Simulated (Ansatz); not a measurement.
# SiGeH3+ (singlet): from Hartree-Fock to the top rungs, cc-pVDZ

How much of the correlation energy of SiGeH3+ (singlet) does each wave-function method recover here?

Program: Ansatz 0.2.0, Gaussian basis. Level of theory: cc-pVDZ, correlated electrons: outside noble gas. These are calculated values, not measurements.

To be run: UHF; CCSD(T) on RHF; CCSD(T) on UHF; BCCD(T) on RHF; CISD; CCSDT(Q) on RHF; CCSDT(Q) on UHF.

### 1 The system

The geometry is a PBE0/def2-TZVP stationary point (not a proven minimum) of the parent state, kept for this charge and spin. No spin-orbit coupling is included. The filled d shell of Ge may be among the frozen orbitals whatever the setting's name suggests; the logs give the count.

5 atoms, charge 1, spin multiplicity 1.

Atoms are counted from 1 here; the program's logs count them from 0.

Bond lengths: Si1–Ge2 2.352 Å, Si1–H3 1.492 Å, Si1–H4 1.492 Å, Ge2–H5 1.595 Å. Angles: Ge2–Si1–H3 129.6°, Ge2–Si1–H4 123.5°, H3–Si1–H4 106.9°, Si1–Ge2–H5 86.6°.

In the tables R marks a restricted determinant and U an unrestricted one; correlation energies count from the lowest restricted Hartree-Fock solution.

### 2 UHF

Input file in.yaml:

```yaml
crystal:
  periodic: [false, false, false]
  atoms:
    - {symbol: Si, position_ang: [0.000000, 0.018056, 1.651607]}
    - {symbol: Ge, position_ang: [0.000000, -0.028376, -0.700224]}
    - {symbol: H, position_ang: [0.000000, 1.185718, 2.580640]}
    - {symbol: H, position_ang: [0.000000, -1.209392, 2.499223]}
    - {symbol: H, position_ang: [0.000000, 1.565561, -0.637062]}
basis:
  gaussian: {orbitals: cc-pVDZ}
total_charge: 1
magnetization: {spin_polarized: true, initial_magnetization: 0}
hamiltonian: {xc: hf}
output: {orbitals: {seedname: orbitals}}
```

Started as:

```console
$ ansatz run in.yaml --threads 1 --pin off --events-out ev --progress --plain --max-ram 2393MiB
```

After this run come: CCSD(T) on RHF; CCSD(T) on UHF; BCCD(T) on RHF; CISD; CCSDT(Q) on RHF; CCSDT(Q) on UHF.

Before running them: what should the planned runs give, taken together? Wanted: correlation energy, RCCSDT(Q); RMP2 from RCCSDT(Q); UMP2 from RCCSDT(Q); RCCSD from RCCSDT(Q); RCCSD(T) from RCCSDT(Q); UCCSD(T) from RCCSDT(Q); UCCSDT(Q) from RCCSDT(Q); T1 diagnostic.

The runs gave:

```
                                      quantity                                         value
                 correlation energy, RCCSDT(Q)                                    -5.3867 eV
                           RMP2 from RCCSDT(Q)                                   +1321.9 meV
                           UMP2 from RCCSDT(Q)                                   +1429.5 meV
                          RCCSD from RCCSDT(Q)                                    +165.2 meV
                       RCCSD(T) from RCCSDT(Q)                                     +36.9 meV
                       UCCSD(T) from RCCSDT(Q)                                     +53.5 meV
                      UCCSDT(Q) from RCCSDT(Q)                                      +4.4 meV
levels of the table within 1 kcal/mol (43 meV)  RCCSD(T), BCCD(T), RCCSDT, UCCSDT, UCCSDT(Q)
                                 T1 diagnostic                                         0.013
```

**Reading.** RCCSD(T) lands +36.9 meV from the yardstick (0.7 % of the correlation energy). These misses are within one basis, not against nature; the frozen cores of restricted and unrestricted runs differ, which can shift their rows.
